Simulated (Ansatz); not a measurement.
# FGeH4: the cost of one run

Program: Ansatz 0.2.0. Level of theory: UHF/def2-SVP. These are calculated values, not measurements.

**1. Starting point**

Bond lengths: Ge1–H2 1.800 Å, Ge1–H3 1.550 Å, Ge1–H4 1.549 Å, Ge1–H5 1.549 Å. Angles: H2–Ge1–H3 109.5°, H2–Ge1–H4 109.5°, H2–Ge1–H5 109.5°, H3–Ge1–H4 109.5°, H3–Ge1–H5 109.5°, H4–Ge1–H5 109.5°.

Coordinates:

```xyz
6

Ge    0.0000    0.0000    0.0000
H     0.0000    0.0000    1.8000
H     1.4616    0.0000   -0.5162
H    -0.7300    1.2648   -0.5162
H    -0.7300   -1.2648   -0.5162
F     0.0000    0.0000    3.0200
```

**2. Pulling towards end A**

Springs on the bonds that form and break draw the guess towards this end; the thresholds are loose.

The input, input.yaml:

```yaml
crystal:
  periodic: [false, false, false]
  atoms:
    - { symbol: Ge, position_ang: [0.0, 0.0, 0.0] }
    - { symbol: H, position_ang: [0.0, 0.0, 1.8] }
    - { symbol: H, position_ang: [1.4616, 0.0, -0.5162] }
    - { symbol: H, position_ang: [-0.73, 1.2648, -0.5162] }
    - { symbol: H, position_ang: [-0.73, -1.2648, -0.5162] }
    - { symbol: F, position_ang: [0.0, 0.0, 3.02] }
magnetization:
  spin_polarized: true
  initial_magnetization: 1
basis:
  gaussian: { orbitals: def2-SVP }
hamiltonian:
  xc: hf
relax:
  f_tol: 0.15
  max_steps: 25
  restrain:
    - { distance: [1, 5], at: 2.12, k: 30.0 }
    - { distance: [0, 1], at: 1.55, k: 30.0 }
output:
  orbitals: {}
```

The run is started by

```console
$ ansatz run input.yaml --threads 1 --pin off --max-ram 2048MiB --backend cpu --events-out ev --progress --plain --runs-dir out
```

What time and memory should one allow on 1 thread of Arm Neoverse V2, shared host?

About 11 s, with a peak of 0.15 GiB.
